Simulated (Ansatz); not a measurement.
**GeH (doublet): wave-function methods side by side at distance Ge1–H2 = 5.486 Å, cc-pVTZ**

How much of the correlation energy of GeH (doublet) does each wave-function method recover here?

Computed with Ansatz 0.2.0, Gaussian basis. Level: cc-pVTZ, core rule «outside noble gas», up to 14 orbitals frozen.

To be run: UHF; CCSD(T) on ROHF; CCSD(T) on UHF; BCCD(T) on ROHF; CISD; CCSDT(Q) on ROHF; CCSDT(Q) on UHF; CASSCF and MRCISD+Q, 3 electrons in 3 orbitals; CASSCF and NEVPT2, 3 electrons in 3 orbitals; CASSCF and MRCISD+Q, 5 electrons in 5 orbitals; CASSCF and NEVPT2, 5 electrons in 5 orbitals; Full CI; Full CI in the symmetry of the determinant.

19 further runs of the same task are left out: 13 that didn't finish, 6 set aside as unsound or not needed.

## (1) The geometry

The geometry derives from a PBE0/def2-TZVP stationary point (not a proven minimum). One bond is set to the value named and the two fragments are kept rigid. No spin-orbit coupling is included. The filled d shell of Ge may be among the frozen orbitals whatever the setting's name suggests; the logs give the count.

2 atoms, charge 0, spin multiplicity 2.

Atoms are counted from 1 here; the program's logs count them from 0.

No contacts short enough for the rule that draws bonds.

## (2) UHF

in.yaml reads:

```yaml
crystal:
  periodic: [false, false, false]
  atoms:
    - {symbol: Ge, position_ang: [0.000000, 0.000000, 0.000000]}
    - {symbol: H, position_ang: [0.000000, 0.000000, 5.486000]}
basis:
  gaussian: {orbitals: cc-pVTZ}
magnetization: {spin_polarized: true, initial_magnetization: 1}
hamiltonian: {xc: hf}
output: {orbitals: {seedname: orbitals}}
```

Launch:

```bash
$ ansatz run in.yaml --threads 1 --pin off --events-out ev --progress --plain --max-ram 2393MiB
```

The runs that follow: CCSD(T) on ROHF; CCSD(T) on UHF; BCCD(T) on ROHF; CISD; CCSDT(Q) on ROHF; CCSDT(Q) on UHF; CASSCF and MRCISD+Q, 3 electrons in 3 orbitals; CASSCF and NEVPT2, 3 electrons in 3 orbitals; CASSCF and MRCISD+Q, 5 electrons in 5 orbitals; CASSCF and NEVPT2, 5 electrons in 5 orbitals; Full CI; Full CI in the symmetry of the determinant.

Before running them: what should the planned runs give, taken together? Wanted: FCI below the RHF energy; RMP2 from FCI; UMP2 from FCI; RCCSD from FCI; RCCSD(T) from FCI; UCCSD(T) from FCI; RCCSDT(Q) from FCI; UCCSDT(Q) from FCI; NEVPT2 pair from FCI.

As calculated:

| quantity | value |
| --- | --- |
| FCI below the RHF energy | -3.4531 eV |
| RMP2 from FCI | +47.57 kcal/mol |
| UMP2 from FCI | +10.63 kcal/mol |
| RCCSD from FCI | +1.65 kcal/mol |
| RCCSD(T) from FCI | -2.36 kcal/mol |
| UCCSD(T) from FCI | +0.08 kcal/mol |
| RCCSDT(Q) from FCI | -0.07 kcal/mol |
| UCCSDT(Q) from FCI | -0.27 kcal/mol |
| NEVPT2 pair from FCI | +10.13 kcal/mol |
| MRCISD+Q pair from FCI | -0.61 kcal/mol |
| NEVPT2 valence from FCI | +8.72 kcal/mol |
| levels within 1 kcal/mol (43 meV) | UCCSD(T), BCCD(T), RCCSDT, UCCSDT, RCCSDT(Q), UCCSDT(Q), MRCISD+Q pair, MRCISD+Q valence |
| T1 diagnostic | 0.520 |
| effectively unpaired electrons | 3.03 |

What this shows: RCCSD(T) lands -2.36 kcal/mol from the yardstick (3.0 % of the correlation energy). CCSD(T) misses by -2.36 kcal/mol on the restricted determinant and by +0.08 kcal/mol on the unrestricted one; the two need not hold the same state or core. RCCSD(T), UCCSDT, RCCSDT(Q), UCCSDT(Q), MRCISD+Q pair, MRCISD+Q valence fall below full CI: unrestricted runs freeze a spin-polarised core, another one than full CI's, and coupled cluster isn't variational. The occupations show strong static correlation (3.0 unpaired electrons where one determinant has 1). Coupled cluster on one determinant still stays close here. Of the multireference levels listed MRCISD+Q valence comes nearest in total energy (-0.14 kcal/mol), which doesn't show that its space is the better one. Coupled cluster took another determinant than the lowest Hartree-Fock one. These misses are within one basis, not against nature; the frozen cores of restricted and unrestricted runs differ, which can shift their rows.
